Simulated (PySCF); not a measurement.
# C8H20O2Si: the cost of one run

The runs use PySCF 2.14.0, with density-fitted response routines of our own; the level of theory stands in each step. All values are computed, except where a source is named. Atoms are numbered from 0 throughout.

**1. Starting geometry**

31 atoms, charge 0, multiplicity 1; geometry from: GFN2-xTB.

Bonds of the start (Å): C0–C1 1.53, C1–C2 1.53, C1–C3 1.53, C1–Si4 1.92, Si4–O5 1.64, Si4–O6 1.64, Si4–C7 1.92, C7–C8 1.53, C7–C9 1.53, C7–C10 1.53, C0–H11 1.09, C0–H12 1.09, C0–H13 1.09, C2–H14 1.09, C2–H15 1.09, C2–H16 1.09, C3–H17 1.09, C3–H18 1.09, C3–H19 1.09, O5–H20 0.95, O6–H21 0.95, C8–H22 1.09, C8–H23 1.09, C8–H24 1.09, C9–H25 1.09, C9–H26 1.09, C9–H27 1.09, C10–H28 1.09, C10–H29 1.09, C10–H30 1.09.

**2. Geometry optimisation at PBE0-D3(BJ)/def2-SVP**

What the job is given:

```
{"job": {"xc": "PBE0", "basis": "def2-SVP", "d3": "d3bj", "grid": 1, "kind": "geom"}, "charge": 0, "multiplicity": 1}
C      2.736990     0.853510    -0.206840
C      1.561130     0.325230     0.620690
C      2.005470    -0.962890     1.318450
C      1.224270     1.369400     1.685610
Si     0.083600    -0.009410    -0.559140
O      0.083970     1.318670    -1.522570
O      0.356390    -1.367390    -1.437840
C     -1.675730    -0.312550     0.149710
C     -1.668310    -1.320280     1.299610
C     -2.297690     0.995220     0.646130
C     -2.562420    -0.872820    -0.966710
H      3.048500     0.125770    -0.953560
H      3.589680     1.063540     0.438280
H      2.456660     1.768360    -0.720090
H      2.270220    -1.728160     0.592190
H      2.878160    -0.771170     1.942530
H      1.215740    -1.358770     1.950740
H      0.884930     2.290980     1.220300
H      2.104620     1.593010     2.288000
H      0.444530     1.008730     2.351900
H     -0.592640     1.430580    -2.185700
H      1.196130    -1.497340    -1.871440
H     -2.686920    -1.528590     1.626630
H     -1.114470    -0.934610     2.151990
H     -1.212680    -2.254720     0.983090
H     -2.336000     1.735440    -0.149980
H     -3.315130     0.819520     0.995120
H     -1.724230     1.415020     1.467780
H     -2.639690    -0.171000    -1.794780
H     -3.566930    -1.066060    -0.591210
H     -2.149260    -1.802370    -1.346450
```

Q: Estimate the wall time of this first job on 8 threads of Arm Neoverse V2, shared host.

About 5.5 min.
